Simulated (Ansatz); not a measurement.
# C₂H₆AlNSi: a ladder of functionals and wavefunction methods

The task here is to estimate one member of a computed series from the others.

Computed with Ansatz 0.2.0, Gaussian basis. Level: functionals in def2-TZVPP, the program's frozen cores in correlated methods.

Plan: LDA (SPW92), PBE-D4, revPBE-D4, BLYP-D4, r2SCAN-D4, B97M-V, PBE0-D4, B3LYP-D4, r2SCANh-D4, r2SCAN0-D4, HSE06-D4, BHLYP-D4, CAM-B3LYP-D4, LC-ωPBE, ωB97X-V, ωB97M-V, B2PLYP, PBE-QIDH; CCSD(T)/def2-SVP; CCSD(T)/def2-TZVPP; MP2/def2-QZVPP; extrapolation to the limit; RPA on PBE.

**The relaxed structure**

All runs share one geometry, relaxed beforehand with PBE0-D4 in a triple-zeta def2 set.

11 atoms, charge 0, spin multiplicity 1.

Atoms are counted from 1 here; the program's logs count them from 0.

Bond lengths: Al1–N2 1.803 Å, Al1–H6 1.578 Å, Al1–H7 1.573 Å, N2–C3 1.333 Å, N2–H8 1.012 Å, C3–C4 1.214 Å, C4–Si5 1.803 Å, Si5–H9 1.487 Å, Si5–H10 1.486 Å, Si5–H11 1.487 Å. Angles: N2–Al1–H6 114.1°, N2–Al1–H7 117.9°, H6–Al1–H7 127.9°, Al1–N2–C3 126.2°, Al1–N2–H8 120.5°, C3–N2–H8 113.4°, N2–C3–C4 178.0°, C3–C4–Si5 179.5°, C4–Si5–H9 110.9°, C4–Si5–H10 109.5°, C4–Si5–H11 110.9°, H9–Si5–H10 108.6°, H9–Si5–H11 108.2°, H10–Si5–H11 108.6°.

Coordinates:

```
Al   -2.2708   -1.0039    1.5217
N    -0.4757   -0.9657    1.3590
C     0.2155   -0.3176    0.4212
C     0.8077    0.2862   -0.4497
Si    1.7012    1.1782   -1.7375
H    -2.7893   -1.8622    2.7405
H    -3.1236   -0.2042    0.4695
H     0.1099   -1.4670    2.0153
H     1.4337    2.6386   -1.6559
H     3.1616    0.9540   -1.5757
H     1.2951    0.7066   -3.0879
```

The first run:

File in.yaml:

```yaml
crystal:
  periodic: [false, false, false]
  atoms:
    - {symbol: Al, position_ang: [-2.270800, -1.003921, 1.521745]}
    - {symbol: N, position_ang: [-0.475692, -0.965724, 1.358986]}
    - {symbol: C, position_ang: [0.215479, -0.317588, 0.421210]}
    - {symbol: C, position_ang: [0.807736, 0.286213, -0.449731]}
    - {symbol: Si, position_ang: [1.701247, 1.178175, -1.737493]}
    - {symbol: H, position_ang: [-2.789319, -1.862198, 2.740527]}
    - {symbol: H, position_ang: [-3.123594, -0.204208, 0.469510]}
    - {symbol: H, position_ang: [0.109863, -1.467037, 2.015331]}
    - {symbol: H, position_ang: [1.433726, 2.638553, -1.655932]}
    - {symbol: H, position_ang: [3.161635, 0.953967, -1.575685]}
    - {symbol: H, position_ang: [1.295117, 0.706568, -3.087867]}
basis:
  gaussian: {orbitals: def2-TZVPP}
hamiltonian: {xc: lda}
output: {orbitals: {seedname: orbitals}}
```

Steps of the session up to this table: LDA; PBE-D4 (GGA); revPBE-D4 (GGA); BLYP-D4 (GGA); r2SCAN-D4 (meta-GGA); B97M-V (meta-GGA); PBE0-D4 (hybrid); B3LYP-D4 (hybrid); r2SCANh-D4 (hybrid); r2SCAN0-D4 (hybrid); HSE06-D4 (hybrid); BHLYP-D4 (hybrid); CAM-B3LYP-D4 (range-separated); LC-ωPBE (range-separated); ωB97X-V (range-separated); ωB97M-V (range-separated); B2PLYP (double hybrid); PBE-QIDH (double hybrid).

One of the session's tables, all rows but one given; the rest of the session is left out.

It belongs to the step «Orbital energies across the functionals». 

| functional | HOMO (eV) | LUMO (eV) | gap (eV) |
| --- | --- | --- | --- |
| LDA (SPW92) | -5.72 | -2.43 | 3.28 |
| PBE-D4 | -5.54 | -2.22 | 3.32 |
| revPBE-D4 | -5.48 | -2.13 | 3.35 |
| BLYP-D4 | -5.38 | -2.10 | 3.28 |
| r2SCAN-D4 | -5.73 | -1.90 | 3.83 |
| B97M-V | -5.81 | -2.14 | 3.67 |
| PBE0-D4 | -6.62 | -1.46 | 5.16 |
| B3LYP-D4 | -6.41 | -1.66 | 4.74 |
| r2SCANh-D4 | -6.14 | -1.64 | 4.50 |
| r2SCAN0-D4 | -6.76 | -1.26 | 5.50 |
| HSE06-D4 | -6.23 | -1.83 | 4.40 |
| BHLYP-D4 | -7.59 | -0.70 | 6.89 |
| CAM-B3LYP-D4 | -7.88 | -0.54 | 7.34 |
| LC-ωPBE | -9.21 | 0.54 | 9.75 |
| ωB97X-V | ? | ? | ? |
| ωB97M-V | -8.76 | 0.15 | 8.90 |

Estimate the missing values for ωB97X-V.

The run gave: HOMO (eV): -8.85; LUMO (eV): 0.43; gap (eV): 9.27. In the column «HOMO (eV)» it lies between LC-ωPBE (-9.21) and ωB97M-V (-8.76).
